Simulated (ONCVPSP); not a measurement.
# Pm: generating and testing an ONCV potential

Aim: build the potential from the settings below, then test how well it stands in for the atom: other configurations, scattering, ghost states and the plane-wave cutoff that it needs.

The numbers are computed with ONCVPSP 4.0.1.1 (patched build) (PBE, scalar-relativistic, spin-unpolarised reference atom).

**1. Settings**

Typed settings, in words:

* element: promethium (Pm, Z = 61)
* type: optimised norm-conserving Vanderbilt (ONCV)
* frozen core: [Kr] 4d10
* valence charge: 15
* reference configuration: 4f4.5 5s2 5p6 5d0.5 6s2
* partial waves: 5s+6s: rc 2.75 bohr, ncon 3, nbas 7, qcut 5.2 1/bohr, 2 projectors; 5p: rc 1.60 bohr, ncon 3, nbas 7, qcut 5.6 1/bohr, 2 projectors, debl 1.6 Ha; 5d: rc 3.70 bohr, ncon 3, nbas 8, qcut 4.3 1/bohr, 1 projector; 4f: rc 1.50 bohr, ncon 4, nbas 9, qcut 13.2 1/bohr, 2 projectors, debl 1.2 Ha
* local potential: polynomial inside 1.20 bohr (lpopt 5, dvloc0 0 Ha)
* core correction: not asked for

**2. The generation run**

Pm.dat reads:

```
# ATOM AND REFERENCE CONFIGURATION
# atsym  z   nc   nv     iexc    psfile
  Pm 61.00    9    5        4      upf
#
#   n    l    f
    1    0    2.00
    2    0    2.00
    2    1    6.00
    3    0    2.00
    3    1    6.00
    3    2   10.00
    4    0    2.00
    4    1    6.00
    4    2   10.00
    4    3    4.50
    5    0    2.00
    5    1    6.00
    5    2    0.50
    6    0    2.00
#
# PSEUDOPOTENTIAL AND OPTIMIZATION
# lmax
    3
#
#   l,   rc,      ep,       ncon, nbas, qcut
    0    2.75    0.00    3    7    5.20
    1    1.60    0.00    3    7    5.60
    2    3.70    0.00    3    8    4.30
    3    1.50    0.00    4    9   13.20
#
# LOCAL POTENTIAL
# lloc, lpopt,  rc(5),   dvloc0
    4    5    1.20    0.00
#
# VANDERBILT-KLEINMAN-BYLANDER PROJECTORs
# l, nproj, debl
    0    2    3.40
    1    2    1.60
    2    1    0.70
    3    2    1.20
#
# MODEL CORE CHARGE
# icmod, fcfact, rcfact
    0    0.00    0.00
#
# LOG DERIVATIVE ANALYSIS
# epsh1, epsh2, depsh
   -3.00    5.00    0.02
#
# OUTPUT GRID
# rlmax, drl
    6.00    0.01
#
# TEST CONFIGURATIONS
# ncnf
    4
# nvcnf
#   n    l    f
    5
    4    3    5.00
    5    0    2.00
    5    1    6.00
    5    2    0.00
    6    0    2.00
#
    5
    4    3    5.00
    5    0    2.00
    5    1    6.00
    5    2    0.00
    6    0    1.00
#
    5
    4    3    5.00
    5    0    2.00
    5    1    6.00
    5    2    0.00
    6    0    0.00
#
    5
    4    3    4.00
    5    0    2.00
    5    1    6.00
    5    2    1.00
    6    0    1.00
#
```

Run with:

```console
oncvpsp.x < Pm.dat > Pm.out
```

Q: Predict the outcome of this session. Wanted: cutoffs for 1 and 0.1 mHa per electron, occupied waves; bound ghosts; GHOST(+) flags; largest phase difference near zero energy, channels read.

**Answer**, as computed:

| quantity | value |
| --- | --- |
| cutoffs for 1 and 0.1 mHa per electron, occupied waves | 66 Ha and 73 Ha |
| bound ghosts | s at -50.31 eV |
| GHOST(+) flags | p at 134 eV |
| largest phase difference near zero energy, channels read | 0.014 rad |

**Reading.** A bound ghost (s) makes it unfit for use: electrons can fall into a state that the atom doesn't have. It counts as very hard, with 66 Ha needed at the looser tolerance. At the looser tolerance the 4f wave is the slowest; 5p needs 15 Ha. Near zero energy the phases of the channels with partial waves agree within 0.014 rad. The pseudo curves have a pole with no partner nearby in the atom's: s at -1.84 Ha. The program also flags highly localised states, GHOST(+) (p). All of this concerns the isolated atom, not yet a solid.
